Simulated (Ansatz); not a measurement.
**CAlF₂NO: up Jacob's ladder to CCSD(T)**

How much do the methods differ for CAlF₂NO? The plan is to run it at one geometry with functionals of several rungs and with coupled cluster. The yardstick is the atomisation energy at the CCSD(T) limit.

The runs use Ansatz 0.2.0, Gaussian basis; functionals in def2-TZVPP, the program's frozen cores in correlated methods.

Levels to be run: LDA (SPW92), PBE-D4, revPBE-D4, BLYP-D4, r2SCAN-D4, B97M-V, PBE0-D4, B3LYP-D4, r2SCANh-D4, r2SCAN0-D4, HSE06-D4, BHLYP-D4, CAM-B3LYP-D4, LC-ωPBE, ωB97X-V, ωB97M-V, B2PLYP, PBE-QIDH; CCSD(T)/def2-SVP; CCSD(T)/def2-TZVPP; CCSD(T)/def2-QZVPP; extrapolation to the limit; RPA on PBE.

## 1. The geometry

All runs share one geometry, relaxed beforehand with PBE0-D4 in a triple-zeta def2 set.

SMILES `O=C=[N][Al]([F])[F]`, 6 atoms, charge 0, spin multiplicity 1.

Atoms are counted from 1 here; the program's logs count them from 0.

Bond lengths: O1–C2 1.162 Å, C2–N3 1.196 Å, N3–Al4 1.738 Å, Al4–F5 1.631 Å, Al4–F6 1.631 Å. Angles: O1–C2–N3 180.0°, C2–N3–Al4 179.4°, N3–Al4–F5 120.5°, N3–Al4–F6 120.5°, F5–Al4–F6 119.0°.

## 2. LDA

This LDA is Slater exchange with PW92 correlation.

File in.yaml:

```yaml
crystal:
  periodic: [false, false, false]
  atoms:
    - {symbol: O, position_ang: [1.725573, -2.114914, 1.036952]}
    - {symbol: C, position_ang: [1.041885, -1.274924, 0.616367]}
    - {symbol: N, position_ang: [0.338238, -0.410173, 0.182501]}
    - {symbol: Al, position_ang: [-0.693680, 0.846495, -0.432172]}
    - {symbol: F, position_ang: [-1.193163, 0.821691, -1.984361]}
    - {symbol: F, position_ang: [-1.176753, 2.067826, 0.534514]}
basis:
  gaussian: {orbitals: def2-TZVPP}
hamiltonian: {xc: lda}
output: {orbitals: {seedname: orbitals}}
```

Run with:

```bash
> ansatz run in.yaml --threads 2 --pin off --events-out ev --progress --plain --max-ram 32768MiB --backend cpu
```

Further steps of the session: PBE-D4 (GGA); revPBE-D4 (GGA); BLYP-D4 (GGA); r2SCAN-D4 (meta-GGA); B97M-V (meta-GGA); B3LYP-D4 (hybrid); r2SCANh-D4 (hybrid); r2SCAN0-D4 (hybrid); HSE06-D4 (hybrid); BHLYP-D4 (hybrid); CAM-B3LYP-D4 (range-separated); LC-ωPBE (range-separated); ωB97X-V (range-separated); ωB97M-V (range-separated); B2PLYP (double hybrid); PBE-QIDH (double hybrid); CCSD(T) in def2-SVP; CCSD(T) in def2-TZVPP; CCSD(T) in def2-QZVPP; RPA on PBE orbitals.

Q: Predict the results of all the runs planned. Wanted: atomisation energy, CCSD(T)/CBS; farthest beyond LDA; mean size of error, GGA; mean size of error, meta-GGA; mean size of error, hybrid; mean size of error, range-separated; mean size of error, double hybrid; gap, smallest and largest; T1 diagnostic.

The runs gave:

| quantity | value |
| --- | --- |
| atomisation energy, CCSD(T)/CBS | 2979.9 kJ/mol |
| functionals within 14.9 kJ/mol (0.5 %) | revPBE-D4, B97M-V, HSE06-D4, CAM-B3LYP-D4, LC-ωPBE, ωB97X-V, ωB97M-V |
| farthest beyond LDA | BHLYP-D4 (-189.6 kJ/mol) |
| mean size of error, GGA | 57.6 kJ/mol |
| mean size of error, meta-GGA | 11.8 kJ/mol |
| mean size of error, hybrid | 61.7 kJ/mol |
| mean size of error, range-separated | 6.8 kJ/mol |
| mean size of error, double hybrid | 28.1 kJ/mol |
| gap, smallest and largest | 5.63 eV (BLYP-D4), 13.06 eV (LC-ωPBE) |
| T1 diagnostic | 0.0153 |
| triples share of the correlation energy | 3.8 % |

In words: The LDA atomisation energy is off by 519.4 kJ/mol (17 %): it overbinds. PBE-D4 is off by +120.6 kJ/mol. Double hybrids carry the basis error of their MP2 part in triple zeta, and no dispersion term here, so their miss is partly the set-up's. The rungs range-separated, meta-GGA miss on average by less than the doubt on the reference (14.9 kJ/mol), so they tie. Misses under about 14.9 kJ/mol are within the doubt on the reference itself, which lacks core-valence correlation, relativity and higher excitations. Hartree-Fock recovers 68 % of the binding; the rest is correlation. CCSD(T) in def2-SVP is off by -199.9 kJ/mol, so the small basis spoils what the method gains. The gap grows from 5.6 to 13.1 eV across the functionals, mostly with the share of exact exchange.
